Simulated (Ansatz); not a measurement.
# ZnPb2N2: the cost of one run

All numbers are computed with Ansatz 0.2.0, driven from Python. Level of theory: DFT PBE, plane waves, PAW.

**1. Starting point**

ZnPb2N2 P-3m1: It takes space group P-3m1 (No. 164, trigonal). The conventional cell has a = 3.674 Å, b = 3.674 Å, c = 9.267 Å, α = 90.00°, β = 90.00°, γ = 120.00°. Around Zn (site symmetry -3m) lie 2 N at 1.84 Å. Around Pb (site symmetry 3m) lie 3 N at 2.37 Å. N (site symmetry 3m) has 1 Zn at 1.84 Å and 3 Pb at 2.37 Å as nearest neighbours.

Zn P6_3/mmc: It takes space group P6_3/mmc (No. 194, hexagonal). The conventional cell has a = 2.670 Å, b = 2.670 Å, c = 4.966 Å, α = 90.00°, β = 90.00°, γ = 120.00°. Around Zn (site symmetry -6m2) lie 12 Zn at 2.67 to 2.92 Å.

Pb Fm-3m: The structure is cubic, space group Fm-3m (No. 225). The conventional cell has a = 4.950 Å, b = 4.950 Å, c = 4.950 Å, α = 90.00°, β = 90.00°, γ = 90.00°. Around Pb (site symmetry m-3m) lie 12 Pb at 3.50 Å.

N in a box: The structure is orthorhombic, space group Pmmm (No. 47). Conventional cell: a = 9.000 Å, b = 9.500 Å, c = 10.000 Å, α = 90.00°, β = 90.00°, γ = 90.00°. Around N (site symmetry mm2) lie 1 N at 1.11 Å.

No structure file is read: the coordinates are typed or built in the script.

**2. Script**

File formation.py:

```python
"""Formation energy of ZnPb2N2 from the elements, after relaxing cells and atoms."""

from collections import Counter
from dataclasses import dataclass
import logging
import sys
import warnings

import ansatz as az
import numpy as np

logging.basicConfig(stream=sys.stdout, format="%(levelname)s:%(name)s:%(message)s")
log = logging.getLogger("znpb2n2")
log.setLevel(logging.INFO)


@dataclass
class Options:
    xc: str = "pbe"
    cutoff_ev: int = 460
    kspacing: float = 0.3
    smearing: str = "fermi_dirac"
    smearing_width: float = 0.05


opts = Options()

GASES = {"N2"}


def run_phase(name, crystal):
    calc = (
        crystal.calculation()
        .functional(opts.xc)
        .basis(opts.cutoff_ev)
        .kpoints(spacing=opts.kspacing)
        .occupations(opts.smearing, width=opts.smearing_width)
        .stress()
    )
    if name in GASES:
        return calc.kpoints(1, 1, 1).relax(force_tolerance=0.01, max_steps=60).run(threads=1, pin="off")
    calc = calc.relax(force_tolerance=0.01, max_steps=60, cell=True)
    return calc.run(threads=1, pin="off")


def counts(outcome):
    return Counter(site.symbol for site in outcome.lattice.sites)

def formation_energy(outcome, mu):
    n = counts(outcome)
    return (outcome.report["energy_sigma0_ev"] - sum(k * mu[element] for element, k in n.items())) / sum(n.values())


def volume_per_atom(outcome):
    return abs(np.linalg.det(outcome.lattice.cell_ang)) / len(outcome.lattice.sites)


def main() -> None:
    warnings.simplefilter("ignore", az.DeckWarning)

    phases = {}
    znpb2n2 = (
        az.Lattice.from_parameters(3.673646, 3.673646, 9.267157, alpha=90.0, beta=90.0, gamma=120.0)
        .atom("Zn", [0.0, 0.0, 0.5])
        .atom("Pb", [2 / 3, 1 / 3, 0.18693])
        .atom("Pb", [1 / 3, 2 / 3, 0.81307])
        .atom("N", [0.0, 0.0, 0.69832])
        .atom("N", [0.0, 0.0, 0.30168])
    )
    phases["ZnPb2N2"] = znpb2n2
    zn = (
        az.Lattice.from_parameters(2.67, 2.67, 4.966, alpha=90, beta=90, gamma=120)
        .space_group(194)
        .atom("Zn", [1 / 3, 2 / 3, 0.25])
    )
    phases["Zn"] = zn
    pb = (
        az.Lattice.of([0.0, 2.47502, 2.47502], [2.47502, 0.0, 2.47502], [2.47502, 2.47502, 0.0])
        .atom("Pb", [0.0, 0.0, 0.0])
    )
    phases["Pb"] = pb
    n2 = (
        az.Lattice.from_parameters(9.0, 9.5, 10.0, alpha=90.0, beta=90.0, gamma=90.0)
        .atom("N", [0.5, 0.5, 0.4445])
        .atom("N", [0.5, 0.5, 0.5555])
    )
    phases["N2"] = n2

    done = {name: run_phase(name, crystal) for name, crystal in phases.items()}

    # energy of one atom in its reference phase
    references = {"Zn": "Zn", "Pb": "Pb", "N": "N2"}
    mu = {element: done[name].report["energy_sigma0_ev"] / len(done[name].lattice.sites) for element, name in references.items()}

    target = done["ZnPb2N2"]
    heat = formation_energy(target, mu)
    n = counts(target)
    print("cell content:", dict(n), " volume", round(volume_per_atom(target), 3), "A^3/atom")
    print("formation energy", round(heat, 4), "eV/atom,", round(heat * sum(n.values()), 4), "eV per cell")
    print("bound against the elements" if heat < 0 else "unbound against the elements")
    # gas references are bare DFT energies, without zero-point or fitted corrections


if __name__ == "__main__":
    main()
```

**3. What the engine is handed**

The engine receives this input (first run):

```yaml
crystal:
  lattice:
    a: 3.673646
    b: 3.673646
    c: 9.267157
    alpha: 90.0
    beta: 90.0
    gamma: 120.0
  atoms:
    - { symbol: Zn, position: [0.0, 0.0, 0.5] }
    - { symbol: Pb, position: [0.6666666666666666, 0.3333333333333333, 0.18693] }
    - { symbol: Pb, position: [0.3333333333333333, 0.6666666666666666, 0.81307] }
    - { symbol: "N", position: [0.0, 0.0, 0.69832] }
    - { symbol: "N", position: [0.0, 0.0, 0.30168] }
basis:
  ecutwfc: 460.0
kpoints:
  mp_grid:
    kspacing: 0.3
hamiltonian:
  xc: pbe
scf:
  occupations:
    method: fermi_dirac
    width: 0.05
relax:
  f_tol: 0.01
  max_steps: 60
  cell: {}
output:
  stress: true
```

**4. The run**

Started as:

```console
> python formation.py
```

What time and memory should one allow on 1 thread of Arm Neoverse V2, shared host?

About 35 s, with a peak of 0.69 GiB.
